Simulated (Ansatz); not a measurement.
# Cl₂FGeI: basis-set convergence

The task here is to estimate one member of a computed series from the others.

Method: one geometry, several basis sets; program: Ansatz 0.2.0, Gaussian basis.

The runs, in order: PBE0-D4/def2-SVP; ωB97M-V/def2-SVP; PBE0-D4/def2-QZVPP; ωB97M-V/def2-QZVPP; the functionals' def2-TZVPP values are taken from earlier runs.

## The geometry

The geometry comes from an earlier relaxation with PBE0-D4 in a triple-zeta def2 set; it is a stationary point. I takes the def2 core potential; no spin-orbit term is included.

SMILES `[F][Ge]([Cl])([Cl])[I]`, 5 atoms, charge 0, spin multiplicity 1.

Atoms are counted from 1 here; the program's logs count them from 0.

Bond lengths: F1–Ge2 1.717 Å, Ge2–Cl3 2.116 Å, Ge2–Cl4 2.116 Å, Ge2–I5 2.466 Å. Angles: F1–Ge2–Cl3 106.6°, F1–Ge2–Cl4 106.6°, F1–Ge2–I5 108.6°, Cl3–Ge2–Cl4 109.9°, Cl3–Ge2–I5 112.4°, Cl4–Ge2–I5 112.4°.

The first run:

in.yaml

```yaml
crystal:
  periodic: [false, false, false]
  atoms:
    - {symbol: F, position_ang: [-0.395740, -0.050008, 1.716875]}
    - {symbol: Ge, position_ang: [-0.006633, -0.060081, 0.044763]}
    - {symbol: Cl, position_ang: [1.716243, -1.269672, -0.167055]}
    - {symbol: Cl, position_ang: [-1.643804, -0.957139, -0.950848]}
    - {symbol: I, position_ang: [0.379733, 2.263200, -0.685136]}
basis:
  gaussian: {orbitals: def2-SVP}
hamiltonian: {xc: pbe0, dispersion: d4}
output: {orbitals: {seedname: orbitals}}
```

Run with:

```sh
ansatz run in.yaml --threads 2 --pin off --events-out ev --progress --plain --max-ram 22528MiB --backend cpu
```

Steps of the session up to this table: PBE0-D4 in def2-SVP; ωB97M-V in def2-SVP; PBE0-D4 in def2-QZVPP; ωB97M-V in def2-QZVPP.

One of the session's tables, all rows but one given; the rest of the session is left out.

It belongs to the step «Density functionals: the series». 

| functional | basis | HOMO (eV) | LUMO (eV) |
| --- | --- | --- | --- |
| PBE0-D4 | def2-SVP | -8.49 | -2.46 |
| PBE0-D4 | def2-TZVPP | -8.55 | -2.55 |
| PBE0-D4 | def2-QZVPP | ? | ? |
| ωB97M-V | def2-SVP | -10.60 | -0.38 |
| ωB97M-V | def2-TZVPP | -10.69 | -0.57 |
| ωB97M-V | def2-QZVPP | -10.72 | -0.65 |

Estimate the missing values for PBE0-D4, def2-QZVPP.

**Answer.** HOMO (eV): -8.57; LUMO (eV): -2.59. In the column «HOMO (eV)» it lies between ωB97M-V, def2-SVP (-10.60) and PBE0-D4, def2-TZVPP (-8.55).
